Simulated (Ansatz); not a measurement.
I need a band structure of CrO2, space group Cmcm. Use the Python package of Ansatz (0.2.0). Settings: LDA, PAW, cutoff 470 eV, 7×7×2 k-points, Methfessel-Paxton smearing of 0.02 eV, collinear spin.

The script reads `cro2.vasp`:
```text
CrO2
1.0
   1.43186000   -2.61351900    0.00000000
   1.43186000    2.61351900    0.00000000
   0.00000000    0.00000000   10.78848900
Cr O
2 4
Direct
   0.00000000    0.00000000    0.50000000
   0.00000000    0.00000000    0.00000000
   0.66409700    0.33590300    0.58919900
   0.66409700    0.33590300    0.91080100
   0.33590300    0.66409700    0.41080100
   0.33590300    0.66409700    0.08919900
```

`cro2_bands.py`:
```python
# -*- coding: utf-8 -*-
"""Band structure of CrO2."""

import ansatz
from ase.io import read
import numpy as np


def main():
    atoms = read("cro2.vasp", format="vasp")
    atoms.set_initial_magnetic_moments([3, -3, 0.0, 0.0, 0.0, 0.0])
    cell = ansatz.Crystal.from_ase(atoms)

    # high-symmetry points in fractions of the reciprocal vectors
    path = [
        ("G", (0.0, 0.0, 0.0)),
        ("S", (0.0, 0.5, 0.0)),
        ("R", (0.0, 0.5, 0.5)),
        ("Z", (0.0, 0.0, 0.5)),
        ("T", (-0.5, 0.5, 0.5)),
    ]
    base = cell.calculation()
    base = base.occupations("Methfessel-Paxton", width=0.02)
    base = base.functional(ansatz.Functional.LDA)
    base = base.basis(470, density_ratio=4)
    base = base.kpoints(7, 7, 2).spin(ansatz.SpinTreatment.COLLINEAR)
    base = base.band_structure([point for _, point in path], intervals=6)
    base = base.scf(extra_bands=6).stress()
    base = base.forces()
    history = []
    done = base.session().plan().execute(on_event=lambda event: history.append(event["data"]["dr2_ev"]) if event["event"] == "scf_iter" else None)
    summary = done.report
    print("density residual by iteration (eV):", " ".join(f"{value:.1e}" for value in history[:40]))

    print(f"free energy      {summary['free_energy_ev']:.5f} eV")
    print(f"per atom         {summary['free_energy_ev'] / len(done.lattice.sites):.5f} eV")
    print(f"SCF iterations   {summary['n_iterations']}  (converged: {summary['converged']})")

    # principal values and the von Mises stress of the deviator
    principal = np.linalg.eigvalsh(np.array(summary["stress_gpa"]))
    mises = np.sqrt(0.5 * sum((principal[i] - principal[i - 1]) ** 2 for i in range(3)))
    print("principal stresses (GPa, compression positive):", np.round(principal, 3))
    print(f"mean {principal.mean():.3f} GPa, von Mises {mises:.3f} GPa, PV = {principal.mean() * summary['setup']['cell_volume_ang3'] / 160.21766:.4f} eV")

    # forces, one row an atom
    forces = np.array(summary["forces_ev_ang"])
    norms = np.linalg.norm(forces, axis=1)
    print("largest force {:.4f} eV/A on atom {}".format(norms.max(), norms.argmax()))
    print(np.array2string(forces, precision=4, suppress_small=True))

    bands = done.band_structure()
    fermi = bands.fermi_energy_ev
    print(f"zero of the bands: {fermi:.3f} eV, the Fermi level found on the SCF mesh")
    for spin, channel in enumerate(bands.channels):
        levels = channel.eigenvalues_ev - fermi
        crossing = [b for b in range(levels.shape[1]) if levels[:, b].min() < 0 < levels[:, b].max()]
        print(f"channel {spin}: bands that cross the Fermi level on this path:", [b + 1 for b in crossing] or "none")
        shown = crossing or sorted(np.argsort(np.abs(levels).min(axis=0))[:2])
        for k, row in zip(bands.kpoints_frac, levels[:, shown]):
            print(f"{k[0]:7.3f} {k[1]:7.3f} {k[2]:7.3f}  ", " ".join(f"{e:8.3f}" for e in row))


if __name__ == "__main__":
    main()
```

```console
$ python cro2_bands.py
density residual by iteration (eV): 1.6e+00 9.3e-01 1.7e-01 4.4e-02 8.3e-03 1.8e-03 5.0e-03 6.4e-05 3.0e-05 5.7e-05 1.5e-02 3.0e-04 9.1e-07 4.6e-06 1.8e-07 3.5e-08
free energy      -8866.85024 eV
per atom         -1477.80837 eV
SCF iterations   16  (converged: True)
principal stresses (GPa, compression positive): [-22.791 -16.231 -11.362]
mean -16.795 GPa, von Mises 9.934 GPa, PV = -8.4642 eV
largest force 1.4034 eV/A on atom 2
[[ 0.      0.      0.    ]
 [ 0.      0.      0.    ]
 [ 0.     -0.1143 -1.3987]
 [ 0.     -0.1143  1.3987]
 [ 0.      0.1143  1.3987]
 [ 0.      0.1143 -1.3987]]
zero of the bands: 5.102 eV, the Fermi level found on the SCF mesh
channel 0: bands that cross the Fermi level on this path: [27]
  0.000   0.000   0.000      0.650
  0.000   0.083   0.000      0.653
  0.000   0.167   0.000      0.600
  0.000   0.250   0.000      0.435
  0.000   0.333   0.000      0.208
  0.000   0.417   0.000      0.064
  0.000   0.500   0.000      0.030
  0.000   0.500   0.083      0.030
  0.000   0.500   0.167      0.030
  0.000   0.500   0.250      0.030
  0.000   0.500   0.333      0.030
  0.000   0.500   0.417      0.031
  0.000   0.500   0.500      0.031
  0.000   0.417   0.500      0.064
  0.000   0.333   0.500      0.207
  0.000   0.250   0.500      0.435
  0.000   0.167   0.500      0.604
  0.000   0.083   0.500      0.660
  0.000   0.000   0.500      0.662
 -0.083   0.083   0.500      0.662
 -0.167   0.167   0.500      0.616
 -0.250   0.250   0.500      0.431
 -0.333   0.333   0.500      0.107
 -0.417   0.417   0.500     -0.126
 -0.500   0.500   0.500     -0.164
channel 1: bands that cross the Fermi level on this path: [27]
  0.000   0.000   0.000      0.650
  0.000   0.083   0.000      0.653
  0.000   0.167   0.000      0.599
  0.000   0.250   0.000      0.434
  0.000   0.333   0.000      0.208
  0.000   0.417   0.000      0.064
  0.000   0.500   0.000      0.030
  0.000   0.500   0.083      0.030
  0.000   0.500   0.167      0.030
  0.000   0.500   0.250      0.030
  0.000   0.500   0.333      0.030
  0.000   0.500   0.417      0.031
  0.000   0.500   0.500      0.031
  0.000   0.417   0.500      0.064
  0.000   0.333   0.500      0.207
  0.000   0.250   0.500      0.435
  0.000   0.167   0.500      0.604
  0.000   0.083   0.500      0.660
  0.000   0.000   0.500      0.662
 -0.083   0.083   0.500      0.662
 -0.167   0.167   0.500      0.616
 -0.250   0.250   0.500      0.431
 -0.333   0.333   0.500      0.107
 -0.417   0.417   0.500     -0.126
 -0.500   0.500   0.500     -0.164
```

Reading the output:
- The settings weren't tested for convergence.
- Other magnetic orders than the one started from may lie lower.
- The computed bands are complete only to about 2.7 eV above the Fermi level.
- For a metal this k-point mesh is coarse: on a finer one energies can move by several to tens of meV an atom and pressures by half a GPa or more, differences at one mesh by less.
- Without a Hubbard U or exact exchange, semilocal functionals often make such 3d compounds metallic or too weakly gapped.
- At these settings the cell as given stands under about -17 GPa, so it isn't at this functional's equilibrium volume.
- The structure comes from a database of computed cells and needn't be a stable or known phase.
- Gaps and levels are Kohn-Sham values on a finite set of k-points.
- It ran for 19 s on 1 thread of Arm Neoverse V2 (shared host), peak memory 0.57 GiB.

(A comment or docstring line of the script was reworded after the run, the code is as it ran; lines on the test bed's own set-up are left out of the output.)
